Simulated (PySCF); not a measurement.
# A diatomic session: MgSn

The task here is to estimate one member of a computed series from the others.

Computed with PySCF 2.14.0. Level: Mg def2-SVP, Sn def2-SVP with ECP28, scalar-relativistic core potentials.

The first run:

A driver script around PySCF takes these settings:

```json
{
 "atoms": "Mg, Sn",
 "charge": "0",
 "basis": "Mg def2-SVP, Sn def2-SVP with ECP28",
 "Hamiltonian": "scalar-relativistic core potentials",
 "basis functions": "44",
 "electrons treated": "34",
 "masses in u": "23.9850, 119.9022",
 "levels": "PBE0, PBE, r²SCAN, LDA, TPSS, MN15, LC-ωPBE, HF, MP2, SCS-MP2, CCSD, CCSD(T)",
 "grid": "80 radial by 434 angular points",
 "occupations": "held fixed by the projection of orbital angular momentum",
 "dissociation limit": "Mg + Sn, each in its ground configuration",
 "starting distance in angstrom": "2.705",
 "values of 2S to try": "0, 2"
}
```

Command:

```
$ OMP_NUM_THREADS=1 python dia.py task.json out
```

Steps of the session up to this table: Input; PBE0 along the bond; Other states along the same grid; PBE (GGA); r²SCAN (meta-GGA); LDA; TPSS (meta-GGA); MN15 (hybrid meta-GGA); LC-ωPBE (range-separated hybrid); ROHF; Adding correlation.

One of the session's tables, all rows but one given; the rest of the session is left out.

Energy (eV) from each level's lowest point:

| R (Å) | ROHF | ROHF-MP2 | ROHF-SCS-MP2 | ROHF-CCSD | ROHF-CCSD(T) |
| --- | --- | --- | --- | --- | --- |
| 2.397 | 0.667 | 0.466 | 0.507 | n/a | n/a |
| 2.508 | 0.374 | 0.204 | 0.235 | 0.260 | 0.241 |
| 2.620 | 0.192 | 0.063 | 0.083 | 0.098 | 0.085 |
| 2.703 | 0.106 | 0.014 | 0.025 | 0.033 | 0.024 |
| 2.787 | 0.051 | 0.000 | 0.000 | 0.004 | 0.000 |
| 2.871 | 0.019 | 0.010 | 0.000 | 0.000 | 0.002 |
| 2.982 | 0.000 | 0.048 | 0.024 | 0.023 | 0.034 |
| 3.121 | ? | ? | ? | ? | ? |
| 3.289 | 0.017 | 0.207 | 0.148 | 0.157 | 0.194 |
| 3.512 | 0.048 | 0.319 | 0.239 | n/a | n/a |

**Question.** Estimate the row for R (Å) = 3.121.

Worked estimate for «ROHF». A straight line through the neighbours (2.982, 0.000) and (3.289, 0.017) gives 0.000 + (0.017 − 0.000) × (3.121 − 2.982) / (3.289 − 2.982) = 0.008; a parabola fitted to 4 rows on both sides gives 0.003.

The run gave: ROHF: 0.000; ROHF-MP2: 0.116; ROHF-SCS-MP2: 0.076; ROHF-CCSD: 0.077; ROHF-CCSD(T): 0.100. In «ROHF» the line misses by +0.008 and the parabola by +0.003.
